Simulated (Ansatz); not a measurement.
The system is CsLiCr2Te2S3.

```xyz
9
Lattice="7.0568 0.0000 0.0000 0.0000 3.9806 0.0000 -2.6733 0.0000 8.6817" Properties=species:S:1:pos:R:3 pbc="T T T"
Cs   -0.4619    0.0000    3.2735
Li    3.9900    1.9903    6.8484
Cr   -1.6370    0.0000    8.2143
Cr    1.5865    1.9903    8.4356
Te    3.1793    0.0000    1.3257
Te    1.9223    0.0000    6.5020
S     4.3382    0.0000    5.9471
S    -0.4797    1.9903    7.3275
S     6.6521    1.9903    0.4651
```

The cell was built by a generator and needn't be a form met in nature.

* Program: Ansatz 0.2.0
* Task: relaxation of cell and atoms
* Functional: RPBE
* Potentials or basis: Ansatz PAW
* Cutoff: 420 eV (not typed: the program's choice for these potentials)
* k mesh: 3 × 5 × 3
* Occupations: fermi-dirac, width 0.05 eV
* Spin: collinear spin, ferromagnetic start
* Starting moments: [0.0, 0.0, 3.0, 3.0, 0.0, 0.0, 0.0, 0.0, 0.0] μB

At the start: volume 27.10 Å³/atom.

Question: Where does the relaxation end?

Answer: It ends after 9 steps and the volume is 28.94 Å³/atom (+6.8 %); space group Pm (No. 6, to 0.05 Å); moment 6.00 μB per cell.

Step by step:
| step | energy change (eV) | largest force (eV/Å) | volume (Å³) |
| --- | --- | --- | --- |
| 1 | 0.0000 | 0.1612 | 243.87 |
| 2 | -0.0555 | 0.1693 | 254.79 |
| 3 | -0.0682 | 0.0853 | 258.50 |
| 4 | -0.0692 | 0.1313 | 260.03 |
| 5 | -0.0714 | 0.0191 | 259.86 |
| 6 | -0.0717 | 0.0143 | 260.11 |
| 7 | -0.0718 | 0.0176 | 260.35 |
| 8 | -0.0719 | 0.0052 | 260.44 |
| 9 | -0.0741 | 0.0053 | 260.44 |

Final structure:
```yaml
crystal:
  lattice:
    - [7.15004, 0.00000, 0.03140]
    - [0.00000, 4.06027, 0.00000]
    - [-2.67001, 0.00000, 8.95918]
  atoms:
    - { symbol: Cs, position: [0.07500, 0.00000, 0.37234] }
    - { symbol: Li, position: [0.87050, 0.50000, 0.79160] }
    - { symbol: Cr, position: [0.12665, 0.00000, 0.94685] }
    - { symbol: Cr, position: [0.59031, 0.50000, 0.96922] }
    - { symbol: Te, position: [0.50499, 0.00000, 0.14571] }
    - { symbol: Te, position: [0.55997, 0.00000, 0.75236] }
    - { symbol: S, position: [0.87576, 0.00000, 0.69052] }
    - { symbol: S, position: [0.25265, 0.50000, 0.84800] }
    - { symbol: S, position: [0.95862, 0.50000, 0.05134] }
```

Caveat: the plane-wave basis is chosen anew once the cell has moved, so the energies of steps on either side of that aren't comparable; only a ferromagnetic start was run, and an antiferromagnetic order may lie lower in energy; the PAW data sets come from PBE, with cores solved anew for the run's functional, which leaves a small shift of forces and pressure.
